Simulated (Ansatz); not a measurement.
**MoS₂Cl₂: small, medium and large basis sets**

An exercise on one series of results from a longer session: the logs are not shown, and one member is left open.

The runs use Ansatz 0.2.0, Gaussian basis; one geometry, several basis sets.

Plan: PBE0-D4/def2-SVP; ωB97M-V/def2-SVP; PBE0-D4/def2-QZVPP; ωB97M-V/def2-QZVPP; the functionals' def2-TZVPP values are taken from earlier runs.

## The relaxed structure

All runs share one geometry, relaxed beforehand with PBE0-D4 in a triple-zeta def2 set. Mo takes the def2 core potential; no spin-orbit term is included.

SMILES `[S]=[Mo](=[S])([Cl])[Cl]`, 5 atoms, charge 0, spin multiplicity 1.

Atoms are counted from 1 here; the program's logs count them from 0.

Bond lengths: S1–Mo2 2.084 Å, Mo2–S3 2.084 Å, Mo2–Cl4 2.230 Å, Mo2–Cl5 2.230 Å. Angles: S1–Mo2–S3 107.8°, S1–Mo2–Cl4 109.0°, S1–Mo2–Cl5 109.0°, S3–Mo2–Cl4 109.0°, S3–Mo2–Cl5 109.0°, Cl4–Mo2–Cl5 113.0°.

Set-up of the first run:

Contents of in.yaml:

```yaml
crystal:
  periodic: [false, false, false]
  atoms:
    - {symbol: S, position_ang: [-0.248167, -0.333637, 2.035748]}
    - {symbol: Mo, position_ang: [0.010718, -0.015529, -0.007512]}
    - {symbol: S, position_ang: [1.620107, -1.181021, -0.635706]}
    - {symbol: Cl, position_ang: [-1.827147, -0.677351, -1.082879]}
    - {symbol: Cl, position_ang: [0.494390, 2.133940, -0.351052]}
basis:
  gaussian: {orbitals: def2-SVP}
hamiltonian: {xc: pbe0, dispersion: d4}
output: {orbitals: {seedname: orbitals}}
```

Among the steps run: PBE0-D4 in def2-SVP; ωB97M-V in def2-SVP; PBE0-D4 in def2-QZVPP; ωB97M-V in def2-QZVPP.

One table of the session follows, with a row left open; its other results are not shown here.

It belongs to the step «Density functionals: the series». 

```
functional       basis  HOMO (eV)  LUMO (eV)
   PBE0-D4    def2-SVP      -7.80      -3.96
   PBE0-D4  def2-TZVPP      -7.77      -3.95
   PBE0-D4  def2-QZVPP      -7.77      -3.95
   ωB97M-V    def2-SVP      -9.72      -1.90
   ωB97M-V  def2-TZVPP      -9.72      -1.96
   ωB97M-V  def2-QZVPP          ?          ?
```

**Question.** Estimate the row for ωB97M-V, def2-QZVPP.

**Answer.** HOMO (eV): -9.74; LUMO (eV): -1.98. In the column «HOMO (eV)» it is the lowest.
